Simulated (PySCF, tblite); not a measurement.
# C6H8AlNS: infrared bands, NMR shifts and electronic excitations in gas and solvents, part 2 of 2

tblite 0.8.0 and PySCF 2.14.0. Atoms count from 0.

## Step 7: NMR shieldings: HF/pcSseg-1

The job: settings as JSON, then the geometry in Å.

```
{"job": {"kind": "nmr", "xc": "HF", "basis": "pcSseg-1", "pop": false}, "charge": 0, "multiplicity": 1}
C      0.319483     3.530238    -1.141553
C      0.125321     2.547361    -0.100278
N     -0.034914     1.757219     0.721385
Al    -0.349342     0.225802     2.032111
C     -0.472132    -1.243443     0.723036
C      0.493614    -2.170757     0.373704
C      0.092152    -3.088448    -0.637342
C     -1.191184    -2.859796    -1.065998
S     -1.888903    -1.537637    -0.224363
H      1.314676     3.986576    -1.042810
H      0.240758     3.043101    -2.124135
H     -0.448291     4.313050    -1.062062
H     -1.713037     0.733056     2.695724
H      1.013559     0.265642     2.868129
H      1.480037    -2.191882     0.843438
H      0.722758    -3.888778    -1.029098
H     -1.754663    -3.409376    -1.819721
```

Method: GIAO HF/pcSseg-1 NMR shielding, non-relativistic, gas phase.

Standard output:

```text
final grid: 144856 points
cycle   1  E = -925.5164340669  dE =  1.939e+00  |g| = 6.310e-01  |ddm| = 3.817e+00
cycle   2  E = -925.6236049909  dE = -1.072e-01  |g| = 4.275e-01  |ddm| = 8.812e-01
cycle   3  E = -925.6624956481  dE = -3.889e-02  |g| = 1.225e-01  |ddm| = 3.565e-01
cycle   4  E = -925.6672916726  dE = -4.796e-03  |g| = 3.187e-02  |ddm| = 1.778e-01
cycle   5  E = -925.6676323645  dE = -3.407e-04  |g| = 7.289e-03  |ddm| = 4.715e-02
cycle   6  E = -925.6676694343  dE = -3.707e-05  |g| = 3.417e-03  |ddm| = 1.673e-02
cycle   7  E = -925.6676777655  dE = -8.331e-06  |g| = 1.251e-03  |ddm| = 7.588e-03
cycle   8  E = -925.6676798077  dE = -2.042e-06  |g| = 4.081e-04  |ddm| = 4.675e-03
cycle   9  E = -925.6676800291  dE = -2.214e-07  |g| = 1.517e-04  |ddm| = 1.678e-03
cycle  10  E = -925.6676800493  dE = -2.019e-08  |g| = 6.268e-05  |ddm| = 5.161e-04
cycle  11  E = -925.6676800517  dE = -2.384e-09  |g| = 2.167e-05  |ddm| = 1.198e-04
cycle  12  E = -925.6676800522  dE = -4.361e-10  |g| = 8.755e-06  |ddm| = 5.812e-05
converged SCF energy = -925.6676800522

GIAO shielding tensors (ppm)
atom      isotropic    diamagn.    paramagn.     s11        s22        s33       span
  0 C      189.756     245.595     -55.839    183.316    183.742    202.210     18.893
  1 C       58.558     271.866    -213.308    -50.935    -48.912    275.519    326.454
  2 N       22.086     338.462    -316.375   -133.533   -128.389    328.181    461.713
  3 Al     476.360     792.001    -315.641    431.690    485.054    512.336     80.646
  4 C       30.118     258.790    -228.672    -77.747     -9.265    177.367    255.113
  5 C       46.788     252.991    -206.203    -64.370     50.838    153.896    218.266
  6 C       57.192     258.242    -201.050    -43.269     54.104    160.739    204.008
  7 C       46.459     265.228    -218.769    -61.777     44.720    156.433    218.209
  8 S      308.319    1057.258    -748.939    141.571    342.513    440.874    299.303
  9 H       29.446      25.592       3.854     24.326     26.808     37.204     12.878
 10 H       29.438      29.130       0.308     24.021     28.128     36.165     12.143
 11 H       29.390      24.625       4.764     24.369     26.776     37.024     12.655
 12 H       27.774      29.245      -1.471     25.217     25.915     32.190      6.972
 13 H       27.680      29.944      -2.263     24.723     26.014     32.303      7.580
 14 H       24.203      32.842      -8.640     20.410     23.874     28.324      7.914
 15 H       24.512      30.186      -5.674     21.056     24.281     28.198      7.142
 16 H       24.157      31.195      -7.038     21.293     24.017     27.161      5.868
```

It took 19 s on 1 thread of Arm Neoverse V1, shared host; peak memory 0.88 GiB.

In short: δ C4 160.7, C7 144.4, C5 144.1, C6 133.7, H16 7.53, H14 7.48 ppm.

## Step 8: NMR shieldings: PBE0/pcSseg-1 in acetonitrile

Same as in step 7 but for these lines:

```diff
@@ -1,2 +1,2 @@
-{"job": {"kind": "nmr", "xc": "HF", "basis": "pcSseg-1", "pop": false}, "charge": 0, "multiplicity": 1}
+{"job": {"kind": "nmr", "xc": "PBE0", "basis": "pcSseg-1", "solvent": "acetonitrile", "pop": true}, "charge": 0, "multiplicity": 1}
 C      0.319483     3.530238    -1.141553
```

Method: GIAO PBE0/pcSseg-1 NMR shielding, non-relativistic, IEF-PCM acetonitrile.

Standard output:

```text
coarse grid: 15792 points
cycle   1  E = -928.0654276192  dE =  1.124e+00  |g| = 4.599e-01  |ddm| = 3.971e+00
cycle   2  E = -927.9864405881  dE =  7.899e-02  |g| = 7.648e-01  |ddm| = 9.432e-01
cycle   3  E = -928.1181529493  dE = -1.317e-01  |g| = 1.365e-01  |ddm| = 5.426e-01
cycle   4  E = -928.1216250422  dE = -3.472e-03  |g| = 5.335e-02  |ddm| = 1.135e-01
cycle   5  E = -928.1222859967  dE = -6.610e-04  |g| = 1.323e-02  |ddm| = 5.456e-02
cycle   6  E = -928.1223260108  dE = -4.001e-05  |g| = 4.583e-03  |ddm| = 1.647e-02
cycle   7  E = -928.1223310358  dE = -5.025e-06  |g| = 1.454e-03  |ddm| = 4.906e-03
final grid: 144856 points
cycle   8  E = -928.1766994657  dE = -2.085e-05  |g| = 9.466e-03  |ddm| = 3.158e-02
cycle   9  E = -928.1766815271  dE =  1.794e-05  |g| = 1.253e-02  |ddm| = 2.025e-02
cycle  10  E = -928.1767224487  dE = -4.092e-05  |g| = 1.066e-03  |ddm| = 1.241e-02
cycle  11  E = -928.1767227348  dE = -2.860e-07  |g| = 2.840e-04  |ddm| = 1.088e-03
cycle  12  E = -928.1767227527  dE = -1.798e-08  |g| = 9.980e-05  |ddm| = 2.945e-04
cycle  13  E = -928.1767227551  dE = -2.351e-09  |g| = 2.988e-05  |ddm| = 9.605e-05
cycle  14  E = -928.1767227553  dE = -1.742e-10  |g| = 1.278e-05  |ddm| = 2.974e-05
converged SCF energy = -928.1767227553

GIAO shielding tensors (ppm)
atom      isotropic    diamagn.    paramagn.     s11        s22        s33       span
  0 C      183.146     249.630     -66.484    173.059    173.378    203.002     29.943
  1 C       50.833     271.263    -220.430    -59.125    -56.246    267.869    326.994
  2 N       41.472     336.915    -295.443   -103.514    -96.490    324.419    427.933
  3 Al     446.225     795.540    -349.315    405.183    455.668    477.824     72.641
  4 C       32.496     258.196    -225.701    -55.182    -10.263    162.931    218.113
  5 C       41.262     251.587    -210.326    -51.412     34.907    140.290    191.702
  6 C       51.281     256.102    -204.821    -35.037     38.991    149.889    184.927
  7 C       43.884     264.645    -220.761    -49.099     37.198    143.551    192.649
  8 S      244.125    1058.441    -814.316    103.882    252.045    376.449    272.568
  9 H       28.705      24.864       3.841     23.772     26.151     36.192     12.420
 10 H       28.790      29.570      -0.780     23.576     27.544     35.249     11.672
 11 H       28.665      23.650       5.015     23.844     26.127     36.024     12.180
 12 H       27.456      29.496      -2.040     25.014     25.675     31.679      6.665
 13 H       27.391      30.187      -2.796     24.566     25.765     31.844      7.278
 14 H       23.617      32.340      -8.723     20.147     23.454     27.251      7.103
 15 H       23.754      30.166      -6.411     20.689     23.973     26.601      5.912
 16 H       23.466      30.795      -7.330     20.700     23.148     26.549      5.849
```

Wall time 36 s (1 thread of Arm Neoverse V1, shared host); peak memory 1.1 GiB.

Key values: δ C4 153.0, C5 144.2, C7 141.6, C1 134.6, H16 7.77, H14 7.62 ppm.

## Step 9: Nuclear shieldings: PBE0/pcSseg-1 in chloroform

Same as in step 8 but for these lines:

```diff
@@ -1,2 +1,2 @@
-{"job": {"kind": "nmr", "xc": "PBE0", "basis": "pcSseg-1", "solvent": "acetonitrile", "pop": true}, "charge": 0, "multiplicity": 1}
+{"job": {"kind": "nmr", "xc": "PBE0", "basis": "pcSseg-1", "solvent": "chloroform", "pop": false}, "charge": 0, "multiplicity": 1}
 C      0.319483     3.530238    -1.141553
```

Level: GIAO PBE0/pcSseg-1 NMR shielding, non-relativistic, IEF-PCM chloroform.

Standard output:

```text
coarse grid: 15792 points
cycle   1  E = -928.0567545251  dE =  1.132e+00  |g| = 4.704e-01  |ddm| = 3.972e+00
cycle   2  E = -927.9614539399  dE =  9.530e-02  |g| = 8.172e-01  |ddm| = 9.944e-01
cycle   3  E = -928.1124285692  dE = -1.510e-01  |g| = 1.404e-01  |ddm| = 5.862e-01
cycle   4  E = -928.1161065517  dE = -3.678e-03  |g| = 5.620e-02  |ddm| = 1.210e-01
cycle   5  E = -928.1168367652  dE = -7.302e-04  |g| = 1.465e-02  |ddm| = 6.026e-02
cycle   6  E = -928.1168880079  dE = -5.124e-05  |g| = 4.914e-03  |ddm| = 1.883e-02
cycle   7  E = -928.1168937645  dE = -5.757e-06  |g| = 1.557e-03  |ddm| = 5.290e-03
final grid: 144856 points
cycle   8  E = -928.1712739747  dE = -2.036e-05  |g| = 9.600e-03  |ddm| = 3.151e-02
cycle   9  E = -928.1712534745  dE =  2.050e-05  |g| = 1.296e-02  |ddm| = 2.103e-02
cycle  10  E = -928.1712974802  dE = -4.401e-05  |g| = 1.183e-03  |ddm| = 1.329e-02
cycle  11  E = -928.1712978419  dE = -3.617e-07  |g| = 3.092e-04  |ddm| = 1.268e-03
cycle  12  E = -928.1712978636  dE = -2.170e-08  |g| = 1.006e-04  |ddm| = 3.211e-04
cycle  13  E = -928.1712978660  dE = -2.374e-09  |g| = 3.164e-05  |ddm| = 1.014e-04
cycle  14  E = -928.1712978662  dE = -2.133e-10  |g| = 1.306e-05  |ddm| = 3.564e-05
converged SCF energy = -928.1712978662

GIAO shielding tensors (ppm)
atom      isotropic    diamagn.    paramagn.     s11        s22        s33       span
  0 C      183.156     249.574     -66.418    173.443    173.779    202.247     28.804
  1 C       52.597     271.266    -218.669    -56.119    -53.252    267.162    323.281
  2 N       36.724     336.937    -300.213   -110.285   -104.100    324.558    434.843
  3 Al     444.817     795.637    -350.819    404.597    452.422    477.433     72.836
  4 C       32.276     258.268    -225.992    -55.388    -10.708    162.925    218.313
  5 C       41.428     251.567    -210.139    -51.238     35.544    139.978    191.216
  6 C       51.660     256.136    -204.476    -34.683     40.031    149.632    184.315
  7 C       44.464     264.709    -220.245    -48.831     38.819    143.404    192.234
  8 S      243.090    1058.500    -815.410    102.038    250.105    377.127    275.089
  9 H       28.821      25.047       3.775     23.905     26.305     36.254     12.349
 10 H       28.880      29.665      -0.785     23.681     27.669     35.291     11.610
 11 H       28.778      23.845       4.933     23.973     26.275     36.084     12.111
 12 H       27.347      29.330      -1.983     24.894     25.559     31.589      6.696
 13 H       27.288      30.032      -2.744     24.452     25.658     31.754      7.302
 14 H       23.665      32.406      -8.740     20.212     23.511     27.273      7.061
 15 H       23.849      30.219      -6.370     20.821     24.044     26.682      5.862
 16 H       23.586      30.891      -7.305     20.880     23.241     26.636      5.756
```

Run time: 34 s. Hardware: 1 thread of Arm Neoverse V1, shared host; peak memory 1.1 GiB.

This run: δ C4 152.9, C5 143.7, C7 140.7, C6 133.5, H16 7.66, H14 7.58 ppm.

## Step 10: Ultraviolet spectrum: CAM-B3LYP/def2-SVPD in acetonitrile

Same as in step 9 but for these lines:

```diff
@@ -1,2 +1,2 @@
-{"job": {"kind": "nmr", "xc": "PBE0", "basis": "pcSseg-1", "solvent": "chloroform", "pop": false}, "charge": 0, "multiplicity": 1}
+{"job": {"kind": "uv", "xc": "CAM-B3LYP", "basis": "def2-SVPD", "solvent": "acetonitrile", "nstates": 6, "ntriplets": 0}, "charge": 0, "multiplicity": 1}
 C      0.319483     3.530238    -1.141553
```

Method: TDDFT CAM-B3LYP/def2-SVPD, vertical, IEF-PCM acetonitrile (non-equilibrium linear response), core orbitals frozen in the response.

Standard output:

```text
coarse grid: 15792 points
cycle   1  E = -928.1060391574  dE =  1.238e+00  |g| = 4.518e-01  |ddm| = 6.896e+00
cycle   2  E = -928.0776351463  dE =  2.840e-02  |g| = 6.417e-01  |ddm| = 1.442e+00
cycle   3  E = -928.1653882763  dE = -8.775e-02  |g| = 7.816e-02  |ddm| = 7.577e-01
cycle   4  E = -928.1665090172  dE = -1.121e-03  |g| = 4.292e-02  |ddm| = 1.772e-01
cycle   5  E = -928.1669714848  dE = -4.625e-04  |g| = 8.742e-03  |ddm| = 9.189e-02
cycle   6  E = -928.1669923900  dE = -2.091e-05  |g| = 2.779e-03  |ddm| = 2.331e-02
cycle   7  E = -928.1669946898  dE = -2.300e-06  |g| = 9.647e-04  |ddm| = 6.872e-03
final grid: 144856 points
cycle   8  E = -928.2932794346  dE = -2.844e-05  |g| = 3.418e-03  |ddm| = 9.440e-02
cycle   9  E = -928.2932796873  dE = -2.527e-07  |g| = 3.372e-03  |ddm| = 1.443e-02
cycle  10  E = -928.2932826301  dE = -2.943e-06  |g| = 4.297e-04  |ddm| = 7.124e-03
cycle  11  E = -928.2932826664  dE = -3.629e-08  |g| = 2.467e-04  |ddm| = 9.800e-04
cycle  12  E = -928.2932826786  dE = -1.227e-08  |g| = 7.680e-05  |ddm| = 4.374e-04
cycle  13  E = -928.2932826801  dE = -1.495e-09  |g| = 1.904e-05  |ddm| = 1.590e-04
cycle  14  E = -928.2932826802  dE = -1.019e-10  |g| = 9.008e-06  |ddm| = 4.673e-05
converged SCF energy = -928.2932826802

Static polarisability (au): isotropic 168.360, principal 149.610 174.551 180.919

Singlet excitations
state   eV       nm        f      main configurations
  1   5.4725    226.6   0.22874   H->L 0.86
  2   5.7006    217.5   0.09580   H-1->L 0.76
  3   6.2989    196.8   0.00092   H->L+2 0.56, H->L+4 0.14
  4   6.3841    194.2   0.01990   H->L+1 0.22, H->L+5 0.17, H-3->L 0.16
  5   6.5044    190.6   0.00665   H-3->L 0.52, H->L+1 0.21
  6   6.5645    188.9   0.00268   H->L+1 0.26, H-1->L+5 0.18, H->L+5 0.09
```

Wall time 70 s (1 thread of Arm Neoverse V1, shared host); peak memory 1.4 GiB.

This run: HOMO -7.90 eV, LUMO 0.47 eV; lowest singlet 5.47 eV.

## Step 11: Run by run: NMR shifts

Shifts (ppm) of some atoms, chosen among heavy atoms and hydrogens apart, means over like atoms, with basis size and wall time:

```tsv
run	C4	C1	H12	H9	N2	Al3	S8	functions	time
PBE0/pcSseg-1	151.6	126.9	4.28	2.14	244.2	48.7	257	207	36 s
HF/pcSseg-1	160.7	132.3	3.96	2.26	243.6	39.9	205	207	19 s
PBE0/pcSseg-1 in acetonitrile	153.0	134.6	3.82	2.52	227.0	33.6	251	207	36 s
PBE0/pcSseg-1 in chloroform	152.9	132.6	3.93	2.42	231.1	36.5	252	207	34 s
```

The continuum's effect on the ground state:

```tsv
solvent	ε	polarisation energy (Eh)	μ (D)
chloroform	4.71	-0.0180	9.54
acetonitrile	35.69	-0.0251	9.95
```

## Step 12: Comparing the runs: electronic excitations

Excitations and ground-state properties, with basis size and wall time:

```tsv
run	lowest singlet (eV)	brightest (eV)	f	gap (eV)	α (Å³)	μ (D)	functions	time
CAM-B3LYP/def2-SVPD	5.35	5.35	0.134	7.63	18.27	8.30	255	4 min
CAM-B3LYP/def2-SVPD in acetonitrile	5.47	5.47	0.229	8.36	24.95	10.00	255	70 s
```

## Step 13: Outcome

The summary covers parts 1 to 2.

| quantity | value |
| --- | --- |
| strongest single infrared mode (GFN2-xTB) | 636 cm⁻¹, 529 km/mol |
| zero-point energy (GFN2-xTB) | 70.4 kcal/mol |
| point group | C1 |
| rotational constants (main isotopes) | 1.86, 0.63, 0.56 GHz |
| 13C shifts against TMS (PBE0/pcSseg-1) | 151.6, 143.0, 139.2, 132.1, 126.9, 1.4 ppm |
| 1H shifts against TMS (PBE0/pcSseg-1, means over atoms taken as alike) | 7.49, 7.43, 7.21, 4.28, 2.14 ppm |
| 15N shifts against NH3 (PBE0/pcSseg-1) | 244.2 ppm |
| 27Al shifts against AlH4- (PBE0/pcSseg-1) | 48.7 ppm |
| 33S shifts against CS2 (PBE0/pcSseg-1) | 257 ppm |
| lowest singlet (CAM-B3LYP/def2-SVPD) | 5.35 eV (232 nm), f = 0.134 |
| lowest triplet | 3.65 eV |
| vertical ionisation energy (ΔSCF) | 8.07 eV |
| range of the shift of N2 (PBE0/pcSseg-1 runs) | 227.0 to 244.2 ppm |
| range of the lowest singlet | 5.35 to 5.47 eV |

**Reading.** Relaxing lowered the energy by 0.610 eV in 125 steps; the close pair that moved most is Al3–S8, from 3.245 to 2.719 Å (GFN2-xTB). The lowest mode is slightly imaginary (14i cm⁻¹), a soft motion within the noise of the Hessian, so the minimum is not strictly shown. The strongest single mode, at 636 cm⁻¹, is carried by H12, H13, Al3. Unscaled tight-binding wavenumbers are off by several per cent, some by more. Its intensities can rank the bands wrongly. Over 29 steps the energy fell by 0.848 eV; of the close pairs, Al3–S8 changed most, 2.721 to 3.251 Å (PBE0/def2-SVP). At PBE0/pcSseg-1: The largest span, 456 ppm, is at N2, where the paramagnetic term is -315 ppm. NICS(1)zz of -30 ppm above the planar ring from C4 marks a diatropic (aromatic) ring current. The lowest singlet, at 5.35 eV, is HOMO→LUMO 0.74, HOMO→LUMO+3 0.19 and is bright. The lowest triplet lies 1.70 eV below the lowest singlet (triplets in Tamm-Dancoff, singlets in full TDDFT). The orbital energy would give 7.48 eV for ionisation, ΔSCF gives 8.07 eV. At one level, PBE0/pcSseg-1: Across the 3 runs the shift of N2 moves most, between 227.0 (PBE0/pcSseg-1 in acetonitrile) and 244.2 ppm (PBE0/pcSseg-1). The continuum holds electrostatics alone: no hydrogen bonds to the solvent, and the gas-phase geometry is kept. The lowest singlet runs from 5.35 eV (CAM-B3LYP/def2-SVPD) to 5.47 eV (CAM-B3LYP/def2-SVPD in acetonitrile), while the orbital gap spans 7.63 to 8.36 eV. The lowest state need not be the same one in every run. The runs solved for a few states only, so the brightest column depends on that window.
